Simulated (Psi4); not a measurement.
# revPBE/cc-pVDZ run of SiCNClF2 (SMILES N#C[Si](F)(F)Cl)

What is the energy change on altering one bond length of SiCNClF2 at revPBE/cc-pVDZ? 

The results are computed with Psi4 1.11.

11 further runs of the same task are left out: 10 that didn't finish, 1 set aside as unsound or not needed.

## Step 1: The structure to begin with

SiCNClF2: 6 atoms, total charge 0, spin state singlet. SMILES: `N#C[Si](F)(F)Cl`. The shape is that of a PBE0-D4/def2-TZVP optimisation.

Bond lengths: N1–C2 1.150 Å, C2–Si3 1.827 Å, Si3–F4 1.567 Å, Si3–F5 1.567 Å, Si3–Cl6 1.998 Å. Angles: N1–C2–Si3 179.1°, C2–Si3–F4 108.2°, C2–Si3–F5 108.2°, C2–Si3–Cl6 110.3°, F4–Si3–F5 108.8°, F4–Si3–Cl6 110.6°, F5–Si3–Cl6 110.6°.

## Step 2: Energy and forces at revPBE/cc-pVDZ

The input, calc.dat:

```
memory 2200 mb

molecule {
  N      1.925400    -1.092200     1.077400
  C      1.030100    -0.609300     0.540000
  Si    -0.394400     0.176700    -0.290300
  F     -1.487900    -0.920300    -0.527700
  F      0.087600     0.719200    -1.679000
  Cl    -1.118900     1.661900     0.833400
  units angstrom
  symmetry c1
}

set puream true
set e_convergence 1e-09
set d_convergence 1e-08
set scf_type pk
set dft_radial_points 99
set dft_spherical_points 590

E, wfn = gradient('revpbe/cc-pVDZ', return_wfn=True)
```

The run is started by

```
$ psi4 -i calc.dat -o calc.out -n 1
```

calc.out:

```text
[...]
  Running in c1 symmetry.
[...]
  Nuclear repulsion =  351.977762816507550
[...]
  Multiplicity = 1
[...]
  Nalpha       = 31
  Nbeta        = 31
[...]
    Number of basis functions: 92
[...]
   @RKS iter   1: -1041.95318094238132   -1.70231e-01   7.20237e-03 DIIS/ADIIS
[...]
   @RKS iter  13: -1042.15188558906880   -9.09495e-13   7.64689e-09 DIIS
[...]
    Orbital Energies [Eh]
    ---------------------
    Doubly Occupied:
       1A   -100.730070     2A    -65.601171     3A    -24.326950
       4A    -24.326914     5A    -14.044096     6A     -9.955763
       7A     -9.220917     8A     -7.037093     9A     -7.029599
      10A     -7.029553    11A     -5.213849    12A     -3.621372
      13A     -3.620540    14A     -3.618522    15A     -1.153840
      16A     -1.133895    17A     -0.857071    18A     -0.806130
      19A     -0.578295    20A     -0.494755    21A     -0.475034
      22A     -0.457222    23A     -0.417044    24A     -0.409676
      25A     -0.398103    26A     -0.390253    27A     -0.348240
      28A     -0.338908    29A     -0.331373    30A     -0.329635
      31A     -0.323680
[...]
  @RKS Final Energy: -1042.15188558906880
   => Energetics <=
    Nuclear Repulsion Energy =            351.9777628165075498
    One-Electron Energy =               -2140.1767712181563184
    Two-Electron Energy =                 828.3368452525505745
    DFT Exchange-Correlation Energy =     -82.2897224399705181
    Empirical Dispersion Energy =           0.0000000000000000
    VV10 Nonlocal Energy =                  0.0000000000000000
    Total Energy =                      -1042.1518855890687973
[...]
 Multipole Moments:
 ------------------------------------------------------------------------------------
     Multipole            Electronic (a.u.)      Nuclear  (a.u.)        Total (a.u.)
 ------------------------------------------------------------------------------------
 L = 1.  Multiply by 2.5417464519 to convert [e a0] to [Debye]
 Dipole X            :         -2.0665737            1.5101730           -0.5564008
 Dipole Y            :          0.9473605           -0.5214814            0.4258791
 Dipole Z            :         -1.4793559            1.3238881           -0.1554678
 Magnitude           :                                                    0.7177221
[...]
  -Total Gradient:
     Atom            X                  Y                   Z
    ------   -----------------  -----------------  -----------------
       1       -0.050382358903     0.027280005307    -0.030097246172
       2        0.040136129211    -0.021836785685     0.023838447894
       3       -0.021895569888    -0.007146136447    -0.040356680409
       4        0.041097400820     0.040660937203     0.008492331140
       5       -0.017943086930    -0.020778892508     0.051706632424
       6        0.008942504716    -0.018112330745    -0.013549954222
[...]
```

Run time: 39 s. Hardware: 1 thread of Intel Xeon 6975P-C (Granite Rapids), shared host; peak memory 1.1 GiB.

## Step 3: The distorted shape at the same level

The input, input.json:

```json
{
 "schema_name": "qcschema_input",
 "schema_version": 1,
 "molecule": {
  "schema_name": "qcschema_molecule",
  "schema_version": 2,
  "symbols": ["N", "C", "Si", "F", "F", "Cl"],
  "geometry": [2.90979273, -2.88410946, 4.13542374, 1.21792093, -1.97156071, 3.11988492, -1.47399394, -0.48623598, 1.55084532, -3.54040945, -2.55926554, 1.10222434, 0.16554001, 1.35909103, -3.17285016, -2.84310051, 2.32038526, 3.67433056],
  "molecular_charge": 0,
  "molecular_multiplicity": 1,
  "fix_symmetry": "c1",
  "fix_com": true,
  "fix_orientation": true
 },
 "driver": "gradient",
 "model": {
  "method": "revpbe",
  "basis": "cc-pVDZ"
 },
 "keywords": {
  "puream": true,
  "e_convergence": 1e-09,
  "d_convergence": 1e-08,
  "scf_type": "pk",
  "dft_radial_points": 99,
  "dft_spherical_points": 590
 }
}
```

The run is started by

```
$ psi4 --qcschema input.json -n 1 --memory 2200MB
```

stdout, cut to the lines that bear on the results:

```text
[...]
  Running in c1 symmetry.
[...]
  Nuclear repulsion =  316.171380593553465
[...]
  Multiplicity = 1
[...]
  Nalpha       = 31
  Nbeta        = 31
[...]
    Number of basis functions: 92
[...]
   @RKS iter   1: -1041.64084208251279   -2.30699e-01   9.00453e-03 DIIS/ADIIS
[...]
   @RKS iter  19: -1041.98847175087735    2.27374e-13   3.10367e-09 DIIS
[...]
  @RKS Final Energy: -1041.98847175087735
   => Energetics <=
    Nuclear Repulsion Energy =            316.1713805935534651
    One-Electron Energy =               -2068.4066895585247039
    Two-Electron Energy =                 792.3548966182736422
    DFT Exchange-Correlation Energy =     -82.1080594041798406
    Empirical Dispersion Energy =           0.0000000000000000
    VV10 Nonlocal Energy =                  0.0000000000000000
    Total Energy =                      -1041.9884717508773520
[...]
 Multipole Moments:
 ------------------------------------------------------------------------------------
     Multipole            Electronic (a.u.)      Nuclear  (a.u.)        Total (a.u.)
 ------------------------------------------------------------------------------------
 L = 1.  Multiply by 2.5417464519 to convert [e a0] to [Debye]
 Dipole X            :         70.7477595          -71.6663741           -0.9186146
 Dipole Y            :         10.1565863          -10.1804554           -0.0238690
 Dipole Z            :       -111.9346710          113.2070973            1.2724263
 Magnitude           :                                                    1.5695512
[...]
  -Total Gradient:
     Atom            X                  Y                   Z
    ------   -----------------  -----------------  -----------------
       1       -0.053207901105     0.028889062856    -0.032037921378
       2        0.043178734939    -0.026558267136     0.032777122961
       3       -0.051909058062    -0.042651976777     0.039829198984
       4        0.038667637943     0.038581041113     0.015677314005
       5        0.017415846097     0.019555071449    -0.049673016791
       6        0.005849516649    -0.017815848782    -0.006593584581
[...]
```

The result, in JSON:

```text
{
 "driver": "gradient",
 "model": {
  "method": "revpbe",
  "basis": "cc-pVDZ"
 },
 "success": true,
 "return_result": [-0.05320790110532103, 0.028889062855727232, -0.03203792137756023, 0.04317873493853075, -0.026558267135914526, 0.03277712296093427, -0.051909058061744145, -0.04265197677721404, 0.03982919898437515, 0.03866763794342021, 0.03858104111324748, 0.01567731400520756, 0.017415846097184204, 0.019555071449294307, -0.04967301679090333, 0.005849516649174574, -0.017815848782061244, -0.006593584580681294],
 "properties": {
  "calcinfo_nbasis": 92,
  "calcinfo_nmo": 92,
  "calcinfo_nalpha": 31,
  "calcinfo_nbeta": 31,
  "calcinfo_natom": 6,
  "nuclear_repulsion_energy": 316.17138059355347,
  "return_energy": -1041.9884717508774,
  "return_gradient": [-0.05320790110532103, 0.028889062855727232, -0.03203792137756023, 0.04317873493853075, -0.026558267135914526, 0.03277712296093427, -0.051909058061744145, -0.04265197677721404, 0.03982919898437515, 0.03866763794342021, 0.03858104111324748, 0.01567731400520756, 0.017415846097184204, 0.019555071449294307, -0.04967301679090333, 0.005849516649174574, -0.017815848782061244, -0.006593584580681294],
  "scf_one_electron_energy": -2068.4066895585247,
  "scf_two_electron_energy": 792.3548966182736,
  "scf_xc_energy": -82.10805940417984,
  "scf_dipole_moment": [-0.9186145533779211, -0.02386902983485939, 1.2724262964438253],
  "scf_total_energy": -1041.9884717508774,
  "scf_total_gradient": [-0.05320790110532103, 0.028889062855727232, -0.03203792137756023, 0.04317873493853075, -0.026558267135914526, 0.03277712296093427, -0.051909058061744145, -0.04265197677721404, 0.03982919898437515, 0.03866763794342021, 0.03858104111324748, 0.01567731400520756, 0.017415846097184204, 0.019555071449294307, -0.04967301679090333, 0.005849516649174574, -0.017815848782061244, -0.006593584580681294],
  "scf_iterations": 19
 }
}
```

It took 37 s on 1 thread of Intel Xeon 6975P-C (Granite Rapids), shared host; peak memory 1.1 GiB.

## Step 4: Results

Level: revPBE/cc-pVDZ.

```
                                                          quantity           value
                                         first shape: total energy  -1042.15189 Eh
                                        first shape: dipole moment          1.82 D
                                          first shape: HOMO energy        -8.81 eV
                                          first shape: LUMO energy        -2.02 eV
                                        first shape: HOMO–LUMO gap         6.79 eV
                             first shape: largest force on an atom      3.328 eV/Å
                                     distorted shape: total energy  -1041.98847 Eh
                                    distorted shape: dipole moment          3.99 D
                                      distorted shape: HOMO energy        -6.37 eV
                                      distorted shape: LUMO energy        -5.42 eV
                                    distorted shape: HOMO–LUMO gap         0.95 eV
                         distorted shape: largest force on an atom      4.016 eV/Å
energy change with the Si3–F5 bond stretched from 1.567 to 2.820 Å        4.447 eV
```

One bond (distorted shape) is far stretched, which a spin-restricted single reference describes badly; a broken-symmetry solution may lie lower. With the Si3–F5 bond stretched from 1.567 to 2.820 Å the energy rises by 4.45 eV (429 kJ/mol). The first shape isn't relaxed at this level, so the change isn't measured from a minimum. A restricted reference can't describe the breaking bond well at this length. The largest force (first shape) is 3.33 eV/Å: the shape isn't a stationary point for this species at this level.
